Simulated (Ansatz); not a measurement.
# CsPbBr3: properties at the relaxed cell

This session takes CsPbBr3 and sets out to relax it again with other functionals.

Method: DFT PBE, scalar-relativistic, plane waves, PAW, in Ansatz 0.2.0.

1 further run of the same task is left out (set aside as unsound or not needed).

### Step 1. Starting point

Symmetry: Pnma, No. 62, orthorhombic system. Conventional cell: a = 8.532 Å, b = 11.899 Å, c = 8.261 Å, α = 90.00°, β = 90.00°, γ = 90.00°. Cs (site symmetry m) is surrounded by 8 Br at 3.72 to 4.08 Å. Pb (site symmetry -1) is surrounded by 6 Br at 3.04 to 3.05 Å. Br (site symmetry 1) has 2 Pb at 3.05 Å and 3 Cs at 3.73 to 4.08 Å as nearest neighbours. Br (site symmetry m) is surrounded by 2 Pb at 3.04 Å and 2 Cs at 3.72 to 3.73 Å.

As a file:

```
CELL_PARAMETERS angstrom
8.53170 0.00000 0.00000
0.00000 11.89910 0.00000
0.00000 0.00000 8.26112
ATOMIC_POSITIONS crystal
Cs 0.55758 0.25000 0.01651
Cs 0.94242 0.75000 0.51651
Cs 0.05758 0.25000 0.48349
Cs 0.44242 0.75000 0.98349
Pb 0.00000 0.50000 0.00000
Pb 0.50000 0.50000 0.50000
Pb 0.50000 0.00000 0.50000
Pb 0.00000 0.00000 0.00000
Br 0.29309 0.46225 0.20439
Br 0.20691 0.53775 0.70439
Br 0.79309 0.03775 0.29561
Br 0.70691 0.96225 0.79561
Br 0.70691 0.53775 0.79561
Br 0.79309 0.46225 0.29561
Br 0.20691 0.96225 0.70439
Br 0.29309 0.03775 0.20439
Br 0.01368 0.75000 0.07287
Br 0.48632 0.25000 0.57287
Br 0.51368 0.75000 0.42713
Br 0.98632 0.25000 0.92713
```

It is the result of an earlier relaxation at this level (volume 41.93 Å³/atom; gap on the mesh: 2.12 eV).

### Step 2. Relaxing with PBEsol

input.yaml reads:

```yaml
crystal:
  lattice:
    - [8.5317012109, 0.0, 0.0]
    - [0.0, 11.89909672, 0.0]
    - [0.0, 0.0, 8.2611231884]
  atoms:
    - { symbol: Cs, position: [0.5575848432, 0.25, 0.0165123851] }
    - { symbol: Cs, position: [0.9424151568, 0.75, 0.5165123851] }
    - { symbol: Cs, position: [0.0575848432, 0.25, 0.4834876149] }
    - { symbol: Cs, position: [0.4424151568, 0.75, 0.9834876149] }
    - { symbol: Pb, position: [0.0, 0.5, 0.0] }
    - { symbol: Pb, position: [0.5, 0.5, 0.5] }
    - { symbol: Pb, position: [0.5, 0.0, 0.5] }
    - { symbol: Pb, position: [0.0, 0.0, 0.0] }
    - { symbol: Br, position: [0.2930930075, 0.4622548751, 0.2043916106] }
    - { symbol: Br, position: [0.2069069925, 0.5377451249, 0.7043916106] }
    - { symbol: Br, position: [0.7930930075, 0.0377451249, 0.2956083894] }
    - { symbol: Br, position: [0.7069069925, 0.9622548751, 0.7956083894] }
    - { symbol: Br, position: [0.7069069925, 0.5377451249, 0.7956083894] }
    - { symbol: Br, position: [0.7930930075, 0.4622548751, 0.2956083894] }
    - { symbol: Br, position: [0.2069069925, 0.9622548751, 0.7043916106] }
    - { symbol: Br, position: [0.2930930075, 0.0377451249, 0.2043916106] }
    - { symbol: Br, position: [0.0136797696, 0.75, 0.072865376] }
    - { symbol: Br, position: [0.4863202304, 0.25, 0.572865376] }
    - { symbol: Br, position: [0.5136797696, 0.75, 0.427134624] }
    - { symbol: Br, position: [0.9863202304, 0.25, 0.927134624] }
basis:
  ecutwfc: 420
kpoints:
  mp_grid: { grid: [4, 4, 4] }
hamiltonian:
  xc: pbesol
scf:
  occupations: { method: gaussian, width: 0.02 }
output:
  forces: true
  stress: true
  eigenvalues: true
relax:
  adjacent_minimum: "off"
  f_tol: 0.005
  max_steps: 50
  cell: { stress_tol: 0.05 }
```

Started as:

```sh
ansatz run input.yaml --threads 8 --pin off --max-ram 22528MiB --backend cpu --events-out ev --progress --plain --runs-dir out
```

### Step 3. Relaxing with PBE+D3(BJ)

Edit input.yaml of step 2 so:

```diff
@@ -31,3 +31,4 @@
 hamiltonian:
-  xc: pbesol
+  xc: pbe
+  dispersion: d3bj
 scf:
```

### Step 4. The cell under LDA

Edit input.yaml of step 3 so:

```diff
@@ -31,4 +31,3 @@
 hamiltonian:
-  xc: pbe
-  dispersion: d3bj
+  xc: lda
 scf:
```

### Step 5. Relaxing with r2SCAN

Edit input.yaml of step 4 so:

```diff
@@ -27,3 +27,3 @@
 basis:
-  ecutwfc: 420
+  ecutwfc: 500
 kpoints:
@@ -31,3 +31,3 @@
 hamiltonian:
-  xc: lda
+  xc: r2scan
 scf:
```

(Steps that only read results are left out.)

What does the calculation give?

**Answer**, as computed:

The volumes rise in the order LDA, PBEsol, PBE+D3(BJ), r2SCAN, PBE, over 15.0 %. PBE+D3(BJ) comes nearest to the reported cell (+0.8 %). Spin-orbit coupling is left out, which matters for the bands of Pb.
